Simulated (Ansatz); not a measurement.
**B2PLYP/cc-pVDZ run of CH4F2OSi (SMILES C[Si](O)(F)F)**

What is the vertical singlet–triplet gap of CH4F2OSi at B2PLYP/cc-pVDZ? 

The results are computed with Ansatz 0.2.0.

99 further runs of the same task are left out: 2 that didn't finish, 97 set aside as unsound or not needed. Runs told in other sessions of the task aren't counted.

**1. The molecule**

CH4F2OSi: 9 atoms, total charge 0, spin state singlet. SMILES: `C[Si](O)(F)F`. The shape is that of a PBE0-D4/def2-TZVP optimisation. This is one conformer, not always the lowest.

Bond lengths: C1–Si2 1.831 Å, Si2–O3 1.621 Å, Si2–F4 1.590 Å, Si2–F5 1.590 Å, C1–H6 1.092 Å, C1–H7 1.092 Å, C1–H8 1.092 Å, O3–H9 0.958 Å. Some angles: C1–Si2–O3 109.9°, C1–Si2–F4 111.2°, C1–Si2–F5 111.2°, O3–Si2–F4 110.0°, O3–Si2–F5 110.0°, F4–Si2–F5 104.6°, Si2–C1–H6 110.5°, Si2–C1–H7 110.5°, Si2–C1–H8 110.6°, Si2–O3–H9 119.7°.

**2. The energy at B2PLYP/cc-pVDZ**

run.yaml reads:

```yaml
crystal:
  periodic: [false, false, false]
  atoms:
    - symbol: C
      position_ang: [-1.189400, 0.338900, -0.162200]
    - symbol: Si
      position_ang: [0.580100, -0.130700, -0.192500]
    - symbol: O
      position_ang: [1.083400, -0.479900, 1.308000]
    - symbol: F
      position_ang: [0.827400, -1.374000, -1.151900]
    - symbol: F
      position_ang: [1.471900, 1.032700, -0.807900]
    - symbol: H
      position_ang: [-1.795500, -0.480100, 0.229600]
    - symbol: H
      position_ang: [-1.342100, 1.213300, 0.473300]
    - symbol: H
      position_ang: [-1.540100, 0.577500, -1.168100]
    - symbol: H
      position_ang: [1.992700, -0.743900, 1.454700]
basis:
  gaussian:
    orbitals: cc-pVDZ
output: {orbitals: {seedname: orbitals}}
accuracy: high
correlation:
  frozen_orbitals: {C: 1, F: 1, H: 0, O: 1, Si: 5}
hamiltonian:
  xc: {name: B2PLYP}
```

The run is started by

```sh
$ ansatz run run.yaml --threads 1 --pin off --max-ram 3480MiB --events-out events.jsonl --progress --plain --runs-dir runs
```

The log of the run:

```text
Warning: RAYON_NUM_THREADS=1 ignored (pool sized by the plan → 1); use --threads N
Functional definition: B2PLYP
  name "B2PLYP"
  parameter a = 0.53
  parameter c = 0.27
  exchange = (1 - a)*b88_x + a*exact_x
  correlation = (1 - c)*lyp_c + c*(mp2_os + mp2_ss)
2129 factors; integrals over basis functions are off by at most 3.5e-9 eV
mean field evaluation 1: about -16442.1597 eV, gradient 5.8e1 eV
mean field evaluation 2: about -16442.4776 eV, gradient 5.8e1 eV
mean field evaluation 4: about -16448.2824 eV, gradient 4.1e0 eV
mean field evaluation 8: about -16448.3436 eV, gradient 3.3e-1 eV
mean field evaluation 16: about -16448.3438 eV, gradient 8.6e-6 eV
mean field -16448.34382797 eV, -604.4654865900 hartree, gradient 7.6e-8 eV, S^2 0.000000; 0 other end points of the search recorded, 0 dependent functions left out
9 core orbitals not correlated: weight in the atoms' cores, before any rotation towards them, 1.000 or more for the frozen orbitals, at most 0.000 for the correlated occupied ones
reference -16448.34385197 eV, -604.4654874719 hartree; 16, 16 occupied and 69, 69 virtual orbitals, 2129 factors
second order -25.95165285 eV of doubles, -0.00000000 eV of singles
Total energy: -16455.35079824 eV, -604.7229879979 hartree
```

Run time: 15 s. Hardware: 1 thread of Arm Neoverse V2, shared host; peak memory 0.33 GiB.

**3. The triplet at the same level**

run.yaml reads:

```yaml
crystal:
  periodic: [false, false, false]
  atoms:
    - {symbol: C, position_ang: [-1.189400, 0.338900, -0.162200]}
    - {symbol: Si, position_ang: [0.580100, -0.130700, -0.192500]}
    - {symbol: O, position_ang: [1.083400, -0.479900, 1.308000]}
    - {symbol: F, position_ang: [0.827400, -1.374000, -1.151900]}
    - {symbol: F, position_ang: [1.471900, 1.032700, -0.807900]}
    - {symbol: H, position_ang: [-1.795500, -0.480100, 0.229600]}
    - {symbol: H, position_ang: [-1.342100, 1.213300, 0.473300]}
    - {symbol: H, position_ang: [-1.540100, 0.577500, -1.168100]}
    - {symbol: H, position_ang: [1.992700, -0.743900, 1.454700]}
basis:
  gaussian:
    orbitals: cc-pVDZ
magnetization:
  spin_polarized: true
  initial_magnetization: 2
hamiltonian:
  xc: {name: B2PLYP}
correlation:
  frozen_orbitals: {C: 1, F: 1, H: 0, O: 1, Si: 5}
accuracy: high
output: {orbitals: {seedname: orbitals}}
```

The run is started by

```sh
$ ansatz run run.yaml --threads 1 --pin off --max-ram 3480MiB --events-out events.jsonl --progress --plain --runs-dir runs
```

The log of the run, shortened:

```text
Warning: RAYON_NUM_THREADS=1 ignored (pool sized by the plan → 1); use --threads N
[... 2 set-up lines as earlier in the session ...]
[...]
2129 factors; integrals over basis functions are off by at most 3.5e-9 eV
[...]
mean field -16439.77575384 eV, -604.1506156733 hartree, gradient 6.3e-8 eV, S^2 2.003292; 10 other end points of the search recorded, 0 dependent functions left out
9 core orbitals not correlated: weight in the atoms' cores, before any rotation towards them, 1.000 or more for the frozen orbitals, at most 0.000 for the correlated occupied ones
reference -16439.77577885 eV, -604.1506165925 hartree; 17, 15 occupied and 68, 70 virtual orbitals, 2129 factors
second order -24.88527153 eV of doubles, -0.00000000 eV of singles
Total energy: -16446.49480216 eV, -604.3975361449 hartree
```

It took 68 s on 1 thread of Arm Neoverse V2, shared host; peak memory 0.64 GiB.

**4. Summary of results**

At B2PLYP/cc-pVDZ, 9 core orbitals frozen:

```
                                                         quantity          value
                                            singlet: total energy  -604.72299 Eh
                       singlet: HOMO energy (SCF part's orbitals)      -11.34 eV
                       singlet: LUMO energy (SCF part's orbitals)        2.39 eV
                     singlet: HOMO–LUMO gap (SCF part's orbitals)       13.73 eV
                                            triplet: total energy  -604.39754 Eh
triplet: HOMO energy (SCF part's orbitals) (highest over α and β)       -2.56 eV
                                                    triplet: ⟨S²⟩          2.003
                 vertical energy of the triplet above the singlet       8.856 eV
```

At this shape the triplet lies 8.86 eV (854 kJ/mol) above the singlet.
